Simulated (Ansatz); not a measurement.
# C2H7AlO2Si: molecular dynamics

All numbers below are computed with Ansatz 0.2.0 (RKS PBE/STO-3G).

**1. The starting structure**

Bond lengths: C1–C2 1.539 Å, C2–O3 1.374 Å, C2–Si4 1.823 Å, C2–Al5 1.967 Å, Si4–Al5 2.384 Å, Al5–O6 1.855 Å, C1–H7 1.058 Å, C1–H8 1.121 Å, C1–H9 1.151 Å, O3–H10 1.025 Å, Si4–H11 1.557 Å, Si4–H12 1.433 Å, O6–H13 1.021 Å. Angles (14 of 23 angles, heavy atoms first): C1–C2–O3 112.5°, C1–C2–Si4 116.5°, C1–C2–Al5 121.2°, O3–C2–Si4 109.5°, O3–C2–Al5 114.5°, Si4–C2–Al5 77.9°, C2–Si4–Al5 53.8°, C2–Al5–Si4 48.4°, C2–Al5–O6 154.1°, Si4–Al5–O6 157.6°, C2–C1–H7 112.1°, C2–C1–H8 107.1°, C2–C1–H9 110.0°, C2–O3–H10 106.6°.

As a file:

```xyz
13

C     0.2605   -0.6926    1.4876
C     0.5218   -0.3029    0.0219
O     1.8520   -0.3789   -0.3139
Si   -0.4736   -1.1654   -1.2379
Al   -0.4486    1.1826   -0.8264
O    -0.9024    2.9671   -1.0499
H     0.6134   -1.6650    1.7099
H    -0.8431   -0.5979    1.6631
H     0.7165    0.0963    2.1912
H     2.3236    0.3829    0.1850
H    -1.8984   -1.6179   -0.8018
H     0.0048   -1.3691   -2.5729
H    -1.7062    3.1259   -0.4410
```

**2. Preparing the start**

input.yaml

```yaml
crystal:
  periodic: [false, false, false]
  atoms:
    - { symbol: C, position_ang: [0.2605, -0.6926, 1.4876] }
    - { symbol: C, position_ang: [0.5218, -0.3029, 0.0219] }
    - { symbol: O, position_ang: [1.852, -0.3789, -0.3139] }
    - { symbol: Si, position_ang: [-0.4736, -1.1654, -1.2379] }
    - { symbol: Al, position_ang: [-0.4486, 1.1826, -0.8264] }
    - { symbol: O, position_ang: [-0.9024, 2.9671, -1.0499] }
    - { symbol: H, position_ang: [0.6134, -1.665, 1.7099] }
    - { symbol: H, position_ang: [-0.8431, -0.5979, 1.6631] }
    - { symbol: H, position_ang: [0.7165, 0.0963, 2.1912] }
    - { symbol: H, position_ang: [2.3236, 0.3829, 0.185] }
    - { symbol: H, position_ang: [-1.8984, -1.6179, -0.8018] }
    - { symbol: H, position_ang: [0.0048, -1.3691, -2.5729] }
    - { symbol: H, position_ang: [-1.7062, 3.1259, -0.441] }
basis:
  gaussian: { orbitals: STO-3G }
hamiltonian:
  xc: pbe
relax:
  f_tol: 0.02
  max_steps: 40
scf:
  lower_state_search: "off"
```

The run is started by

```sh
$ ansatz run input.yaml --threads 1 --pin off --max-ram 2048MiB --backend cpu --events-out ev --progress --plain --runs-dir out
```

**Question.** How long does this run take on 1 thread of Arm Neoverse V2, shared host, and how much memory does it need?

About 45 s, with a peak of 0.14 GiB.
